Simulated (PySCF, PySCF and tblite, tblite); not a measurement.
# CH₆F₂GeOSi: conformers and averaged spectra

Which conformers does CH₆F₂GeOSi (`CO[Si@H](F)[GeH2][F]`) populate, and what do their averaged NMR parameters look like?

Programs: PySCF 2.14.0 with density-fitted response routines of our own, and tblite 0.8.0. All values are computed, except where a source is named. Atoms count from 0 throughout.

## (1) The molecule as given

12 atoms, charge 0, multiplicity 1; geometry from: UFF geometry.

Bonds of the start (Å): C0–H6 1.11, C0–H7 1.11, C0–H8 1.12, C0–O1 1.40, Ge4–F5 1.75, Ge4–H10 1.55, Ge4–H11 1.56, O1–Si2 1.75, Si2–F3 1.69, Si2–Ge4 2.30, Si2–H9 1.47.

## (2) GFN2-xTB relaxation, conformer 1

The job: settings as JSON, then the geometry in Å.

```
{"job": {"xc": "GFN2-xTB", "basis": "xTB", "kind": "relax"}, "charge": 0, "multiplicity": 1}
C     -2.167900     0.420100    -0.339700
O     -0.821900     0.482300    -0.701500
Si     0.131900    -0.119100     0.638800
F      0.043100     0.980600     1.913100
Ge     2.323300    -0.343600    -0.027100
F      3.280000    -0.940700     1.305400
H     -2.506500    -0.620700    -0.156200
H     -2.768500     0.813500    -1.185300
H     -2.392200     1.068300     0.540200
H     -0.384700    -1.429700     1.073100
H      2.865700     1.035200    -0.489000
H      2.398900    -1.346900    -1.213000
```

Run with:

```console
OMP_NUM_THREADS=1 python ens_run.py task.json out
```

This one command runs the whole study; its stages follow in the order run.

Output:

```text
step      E/eV     max force
  0    -612.97840    3.354
  1    -613.24189    2.157
  2    -613.39105    2.109
  3    -613.45256    0.665
  4    -613.49706    0.550
  5    -613.54428    0.713
  6    -613.58821    0.819
  7    -613.63636    0.563
  8    -613.65969    0.366
  9    -613.67820    0.322
 10    -613.68772    0.262
 11    -613.69585    0.240
 12    -613.70392    0.218
 13    -613.71151    0.240
 14    -613.71900    0.231
 15    -613.72597    0.212
 16    -613.73078    0.206
 17    -613.73424    0.182
 18    -613.73798    0.256
 19    -613.74224    0.242
 20    -613.74606    0.160
 21    -613.74853    0.120
 22    -613.75020    0.132
 23    -613.75249    0.184
 24    -613.75574    0.180
 25    -613.75863    0.148
 26    -613.76025    0.114
 27    -613.76112    0.081
 28    -613.76183    0.095
 29    -613.76259    0.083
 30    -613.76322    0.070
 31    -613.76376    0.068
 32    -613.76448    0.084
 33    -613.76575    0.131
 34    -613.76759    0.156
 35    -613.76943    0.127
 36    -613.77069    0.072
 37    -613.77159    0.082
 38    -613.77261    0.109
 39    -613.77381    0.112
 40    -613.77475    0.078
 41    -613.77528    0.063
 42    -613.77561    0.046
 43    -613.77590    0.049
 44    -613.77611    0.043
 45    -613.77624    0.024
 46    -613.77624    0.024
 47    -613.77628    0.024
 48    -613.77639    0.021
 49    -613.77644    0.022
 50    -613.77654    0.026
 51    -613.77660    0.025
 52    -613.77667    0.023
 53    -613.77675    0.022
 54    -613.77685    0.030
 55    -613.77695    0.025
 56    -613.77703    0.028
 57    -613.77712    0.028
 58    -613.77723    0.032
 59    -613.77735    0.042
 60    -613.77746    0.039
 61    -613.77757    0.028
 62    -613.77769    0.040
 63    -613.77785    0.058
 64    -613.77813    0.073
 65    -613.77857    0.069
 66    -613.77906    0.065
 67    -613.77948    0.067
 68    -613.77993    0.053
 69    -613.78025    0.057
 70    -613.78051    0.047
 71    -613.78081    0.039
 72    -613.78106    0.044
 73    -613.78129    0.038
 74    -613.78149    0.051
 75    -613.78174    0.056
 76    -613.78206    0.052
 77    -613.78233    0.034
 78    -613.78248    0.029
 79    -613.78257    0.045
 80    -613.78270    0.043
 81    -613.78296    0.048
 82    -613.78363    0.078
 83    -613.78435    0.102
 84    -613.78480    0.069
 85    -613.78507    0.038
 86    -613.78519    0.034
 87    -613.78529    0.038
 88    -613.78540    0.035
 89    -613.78556    0.034
 90    -613.78567    0.037
 91    -613.78590    0.043
 92    -613.78611    0.045
 93    -613.78631    0.032
 94    -613.78642    0.026
 95    -613.78652    0.026
 96    -613.78664    0.034
 97    -613.78681    0.040
 98    -613.78706    0.048
 99    -613.78732    0.048
100    -613.78755    0.038
101    -613.78771    0.030
102    -613.78784    0.027
103    -613.78798    0.030
104    -613.78810    0.029
105    -613.78817    0.031
106    -613.78825    0.024
107    -613.78835    0.024
108    -613.78847    0.032
109    -613.78862    0.030
110    -613.78873    0.026
111    -613.78878    0.018
112    -613.78881    0.012
113    -613.78883    0.009
114    -613.78884    0.007
115    -613.78885    0.007
116    -613.78885    0.009
117    -613.78886    0.010
118    -613.78887    0.010
119    -613.78888    0.008
120    -613.78890    0.008
121    -613.78890    0.007
122    -613.78891    0.008
123    -613.78892    0.007
124    -613.78892    0.007
125    -613.78894    0.009
126    -613.78895    0.012
127    -613.78896    0.014
128    -613.78898    0.011
129    -613.78900    0.009
130    -613.78901    0.007
131    -613.78902    0.007
132    -613.78902    0.006
133    -613.78903    0.005
134    -613.78903    0.005
135    -613.78904    0.004
136    -613.78904    0.006
137    -613.78905    0.005
138    -613.78905    0.006
139    -613.78906    0.006
140    -613.78906    0.006
141    -613.78907    0.005
142    -613.78907    0.006
143    -613.78908    0.009
144    -613.78908    0.012
145    -613.78909    0.013
146    -613.78910    0.008
147    -613.78911    0.005
148    -613.78911    0.005
149    -613.78911    0.006
150    -613.78912    0.005
151    -613.78912    0.004
152    -613.78912    0.004
```

Wall time 0.81 s (1 thread of AMD EPYC 9B14, shared host).

Gain 0.811 eV; displacement 0.51 Å root mean square.

GFN2-xTB relaxation, conformer 2:

The job: settings as JSON, then the geometry in Å.

```
{"job": {"xc": "GFN2-xTB", "basis": "xTB", "kind": "relax"}, "charge": 0, "multiplicity": 1}
C     -1.774500    -0.778300     0.085600
O     -1.407900     0.474900    -0.451800
Si     0.023700     1.015500     0.391300
F      0.136700     2.700200     0.216300
Ge     1.891300     0.030000    -0.530000
F      1.815400    -1.707700    -0.306300
H     -0.988300    -1.538700    -0.063200
H     -2.675800    -1.122900    -0.455400
H     -2.057600    -0.696100     1.162200
H     -0.061300     0.685700     1.824600
H      3.158000     0.591000     0.152600
H      1.941500     0.345800    -2.051900
```

Output:

```text
step      E/eV     max force
  0    -612.92811    2.988
  1    -613.20006    1.840
  2    -613.33932    1.870
  3    -613.39168    0.721
  4    -613.43989    0.469
  5    -613.48504    0.759
  6    -613.52932    0.805
  7    -613.57633    0.541
  8    -613.59940    0.350
  9    -613.62111    0.405
 10    -613.63979    0.353
 11    -613.65557    0.350
 12    -613.66726    0.295
 13    -613.67601    0.233
 14    -613.68357    0.265
 15    -613.69233    0.276
 16    -613.70208    0.282
 17    -613.71026    0.256
 18    -613.71684    0.241
 19    -613.72378    0.338
 20    -613.73093    0.338
 21    -613.73648    0.197
 22    -613.73949    0.128
 23    -613.74118    0.118
 24    -613.74328    0.160
 25    -613.74573    0.168
 26    -613.74743    0.101
 27    -613.74814    0.078
 28    -613.74849    0.048
 29    -613.74889    0.052
 30    -613.74935    0.049
 31    -613.74977    0.060
 32    -613.75012    0.060
 33    -613.75055    0.057
 34    -613.75114    0.078
 35    -613.75175    0.072
 36    -613.75221    0.051
 37    -613.75254    0.059
 38    -613.75291    0.061
 39    -613.75340    0.076
 40    -613.75397    0.076
 41    -613.75445    0.065
 42    -613.75478    0.053
 43    -613.75503    0.035
 44    -613.75503    0.035
 45    -613.75513    0.031
 46    -613.75531    0.023
 47    -613.75536    0.025
 48    -613.75551    0.031
 49    -613.75562    0.047
 50    -613.75583    0.063
 51    -613.75612    0.068
 52    -613.75652    0.065
 53    -613.75687    0.047
 54    -613.75708    0.033
 55    -613.75721    0.033
 56    -613.75734    0.042
 57    -613.75748    0.044
 58    -613.75763    0.033
 59    -613.75779    0.042
 60    -613.75796    0.042
 61    -613.75816    0.050
 62    -613.75837    0.056
 63    -613.75858    0.046
 64    -613.75874    0.031
 65    -613.75885    0.029
 66    -613.75892    0.028
 67    -613.75899    0.031
 68    -613.75909    0.029
 69    -613.75919    0.033
 70    -613.75929    0.031
 71    -613.75938    0.023
 72    -613.75946    0.032
 73    -613.75956    0.040
 74    -613.75966    0.035
 75    -613.75974    0.026
 76    -613.75982    0.030
 77    -613.75991    0.028
 78    -613.76002    0.030
 79    -613.76011    0.029
 80    -613.76016    0.022
 81    -613.76019    0.014
 82    -613.76023    0.022
 83    -613.76027    0.025
 84    -613.76031    0.018
 85    -613.76033    0.014
 86    -613.76036    0.014
 87    -613.76039    0.023
 88    -613.76043    0.029
 89    -613.76048    0.022
 90    -613.76051    0.017
 91    -613.76054    0.016
 92    -613.76059    0.025
 93    -613.76066    0.035
 94    -613.76073    0.033
 95    -613.76078    0.016
 96    -613.76080    0.011
 97    -613.76082    0.011
 98    -613.76084    0.018
 99    -613.76087    0.019
100    -613.76089    0.013
101    -613.76091    0.013
102    -613.76093    0.011
103    -613.76095    0.015
104    -613.76098    0.016
105    -613.76101    0.019
106    -613.76104    0.021
107    -613.76108    0.018
108    -613.76113    0.022
109    -613.76120    0.022
110    -613.76130    0.023
111    -613.76142    0.030
112    -613.76156    0.034
113    -613.76172    0.034
114    -613.76189    0.030
115    -613.76204    0.028
116    -613.76219    0.029
117    -613.76229    0.026
118    -613.76238    0.044
119    -613.76248    0.022
120    -613.76255    0.015
121    -613.76259    0.019
122    -613.76263    0.014
123    -613.76265    0.010
124    -613.76267    0.013
125    -613.76269    0.016
126    -613.76271    0.013
127    -613.76273    0.010
128    -613.76274    0.007
129    -613.76275    0.010
130    -613.76276    0.010
131    -613.76277    0.007
132    -613.76277    0.009
133    -613.76279    0.010
134    -613.76280    0.014
135    -613.76282    0.014
136    -613.76284    0.011
137    -613.76286    0.010
138    -613.76287    0.009
139    -613.76287    0.008
140    -613.76288    0.008
141    -613.76289    0.009
142    -613.76290    0.008
143    -613.76290    0.012
144    -613.76291    0.011
145    -613.76292    0.007
146    -613.76293    0.006
147    -613.76293    0.009
148    -613.76294    0.012
149    -613.76295    0.011
150    -613.76297    0.008
151    -613.76298    0.012
152    -613.76299    0.018
153    -613.76301    0.025
154    -613.76304    0.026
155    -613.76307    0.023
156    -613.76310    0.017
157    -613.76313    0.013
158    -613.76316    0.013
159    -613.76318    0.015
160    -613.76320    0.015
161    -613.76323    0.017
162    -613.76327    0.019
163    -613.76331    0.016
164    -613.76334    0.025
165    -613.76337    0.014
166    -613.76338    0.010
167    -613.76340    0.010
168    -613.76340    0.010
169    -613.76341    0.009
170    -613.76342    0.007
171    -613.76343    0.005
172    -613.76343    0.004
```

Wall time 0.95 s (1 thread of AMD EPYC 9B14, shared host).

The energy fell by 0.835 eV, and the atoms moved 0.43 Å (root mean square).

## (3) Shieldings, conformer 1: B97-2/pcSseg-1 in acetone

The job: settings as JSON, then the geometry in Å.

```
{"job": {"xc": "B97-2", "basis": "pcSseg-1", "solvent": "acetone", "kind": "nmr", "pop": true}, "charge": 0, "multiplicity": 1}
C     -2.221614     0.320666    -0.424312
O     -0.839775     0.072322    -0.402716
Si     0.129368    -0.124121     0.863832
F      0.020212     1.182424     1.805574
Ge     2.216834    -0.189502    -0.147989
F      3.061649    -1.486805     0.704011
H     -2.769991    -0.575808    -0.131997
H     -2.495583     0.598393    -1.441456
H     -2.477404     1.131553     0.258144
H     -0.239850    -1.185495     1.789766
H      3.221057     0.927058     0.057205
H      2.396295    -0.671372    -1.571323
```

Output:

```text
coarse grid: 49624 points
cycle   1  E = -2683.2438360963  dE = -1.289e-01  |g| = 1.258e+00  |ddm| = 3.179e+00
cycle   2  E = -2682.9045388939  dE =  3.393e-01  |g| = 1.899e+00  |ddm| = 1.917e+00
cycle   3  E = -2683.4400867338  dE = -5.355e-01  |g| = 1.713e-01  |ddm| = 1.313e+00
cycle   4  E = -2683.4437861122  dE = -3.699e-03  |g| = 7.360e-02  |ddm| = 1.170e-01
cycle   5  E = -2683.4443537174  dE = -5.676e-04  |g| = 1.402e-02  |ddm| = 4.449e-02
cycle   6  E = -2683.4443790011  dE = -2.528e-05  |g| = 4.952e-03  |ddm| = 1.078e-02
cycle   7  E = -2683.4443818101  dE = -2.809e-06  |g| = 5.887e-04  |ddm| = 3.275e-03
final grid: 102824 points
cycle   8  E = -2683.4444567855  dE = -9.631e-08  |g| = 6.684e-04  |ddm| = 1.500e-03
cycle   9  E = -2683.4444567214  dE =  6.415e-08  |g| = 9.412e-04  |ddm| = 9.904e-04
cycle  10  E = -2683.4444568481  dE = -1.267e-07  |g| = 9.611e-05  |ddm| = 5.823e-04
cycle  11  E = -2683.4444568494  dE = -1.327e-09  |g| = 2.142e-05  |ddm| = 7.286e-05
cycle  12  E = -2683.4444568494  dE = -4.366e-11  |g| = 2.979e-06  |ddm| = 1.239e-05
converged SCF energy = -2683.4444568494

GIAO shielding tensors (ppm)
atom      isotropic    diamagn.    paramagn.     s11        s22        s33       span
  0 C      132.315     241.016    -108.701    102.688    108.804    185.452     82.764
  1 O      288.154     399.868    -111.714    218.063    287.649    358.750    140.687
  2 Si     360.757     879.149    -518.392    337.480    361.123    383.668     46.187
  3 F      341.099     470.806    -129.706    273.061    361.099    389.138    116.078
  4 Ge    1332.428    2758.994   -1426.566   1185.006   1213.563   1598.713    413.708
  5 F      467.355     476.306      -8.951    402.019    486.447    513.599    111.581
  6 H       27.726      27.428       0.298     23.657     25.378     34.142     10.485
  7 H       27.701      27.505       0.195     23.454     25.502     34.146     10.693
  8 H       27.627      27.676      -0.049     22.832     25.983     34.066     11.234
  9 H       26.290      28.977      -2.686     23.414     23.924     31.533      8.119
 10 H       26.126      28.667      -2.542     19.800     22.375     36.202     16.403
 11 H       26.150      29.445      -3.295     19.814     22.551     36.084     16.269
```

Run time: 17 s. Hardware: 1 thread of AMD EPYC 9B14, shared host; peak memory 0.99 GiB.

This run: HOMO -8.20 eV, LUMO -0.94 eV; dipole 4.27 D.

(Part 1 of 2 ends here.)
